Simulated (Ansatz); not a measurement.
# C3H11Al3: molecular dynamics

The plan is to follow the molecule's vibrations and see whether its bonds hold. The start is relaxed first. Runs: 388 steps of 1 fs under a Langevin thermostat at 300 K. SMILES of the start: [CH3][AlH][AlH][CH](C)[AlH2].

Method: RKS PBE/STO-3G, in Ansatz 0.2.0.

**1. Starting point**

Bond lengths (14 of 16 bonds, heavy atoms first): C1–Al2 1.946 Å, Al2–Al3 2.505 Å, Al3–C4 1.905 Å, C4–C5 1.523 Å, C4–Al6 2.026 Å, C1–H7 1.151 Å, C1–H8 1.097 Å, C1–H9 1.112 Å, Al2–H10 1.602 Å, Al3–H11 1.589 Å, C4–H12 1.138 Å, C5–H13 1.091 Å, C5–H14 1.123 Å, C5–H15 1.111 Å. Angles (14 of 27 angles, heavy atoms first): C1–Al2–Al3 119.7°, Al2–Al3–C4 117.8°, Al3–C4–C5 114.6°, Al3–C4–Al6 110.3°, C5–C4–Al6 110.4°, C1–Al2–H10 118.4°, Al3–Al2–H10 121.9°, Al2–C1–H7 109.7°, Al2–C1–H8 112.1°, Al2–C1–H9 115.2°, Al2–Al3–H11 119.3°, C4–Al3–H11 122.9°, Al3–C4–H12 109.2°, C5–C4–H12 107.1°.

Its coordinates follow in the input file.

**2. Preparing the start**

The input, input.yaml:

```yaml
crystal:
  periodic: [false, false, false]
  atoms:
    - { symbol: C, position_ang: [1.9667, 1.4733, 1.0625] }
    - { symbol: Al, position_ang: [2.3523, -0.2654, 0.277] }
    - { symbol: Al, position_ang: [0.4907, -1.6206, -0.71] }
    - { symbol: C, position_ang: [-1.2585, -0.8671, -0.7022] }
    - { symbol: C, position_ang: [-1.397, 0.4216, -1.5011] }
    - { symbol: Al, position_ang: [-1.8982, -0.5911, 1.2002] }
    - { symbol: H, position_ang: [1.5191, 2.1702, 0.2628] }
    - { symbol: H, position_ang: [1.2131, 1.4094, 1.8576] }
    - { symbol: H, position_ang: [2.8435, 2.0001, 1.4996] }
    - { symbol: H, position_ang: [3.8571, -0.8107, 0.3336] }
    - { symbol: H, position_ang: [0.8025, -3.0693, -1.283] }
    - { symbol: H, position_ang: [-1.9908, -1.6162, -1.147] }
    - { symbol: H, position_ang: [-1.1404, 0.2827, -2.5525] }
    - { symbol: H, position_ang: [-0.7558, 1.2058, -1.0165] }
    - { symbol: H, position_ang: [-2.4406, 0.8026, -1.4828] }
    - { symbol: H, position_ang: [-1.886, -1.8047, 2.235] }
    - { symbol: H, position_ang: [-2.2967, 0.879, 1.7069] }
basis:
  gaussian: { orbitals: STO-3G }
hamiltonian:
  xc: pbe
relax:
  f_tol: 0.02
  max_steps: 40
```

Run with:

```sh
$ ansatz run input.yaml --threads 1 --pin off --max-ram 2048MiB --backend cpu --events-out ev --progress --plain --runs-dir out
```

Further steps of the session: The run.

**Question.** What will these runs give? Wanted: relaxation of the start; temperature, first and last step; temperature, second half; potential energy, second half; bonds formed or broken.

The runs gave:

| quantity | value |
| --- | --- |
| relaxation of the start | 30 moves, 0.825 eV lower |
| length | 388 steps of 1 fs |
| temperature, first and last step | 282 and 285 K |
| temperature, second half | mean 320 K, from 195 to 502 K |
| potential energy, second half | +35 meV/atom from the start |
| bonds formed or broken | 0 |

In words: Against a set 300 K the second half averages 320 K with a spread of 64 K. The bonding pattern survives the run. 388 fs on 17 atoms is far too short and small for converged averages. The basis is very small, so the numbers are rough.
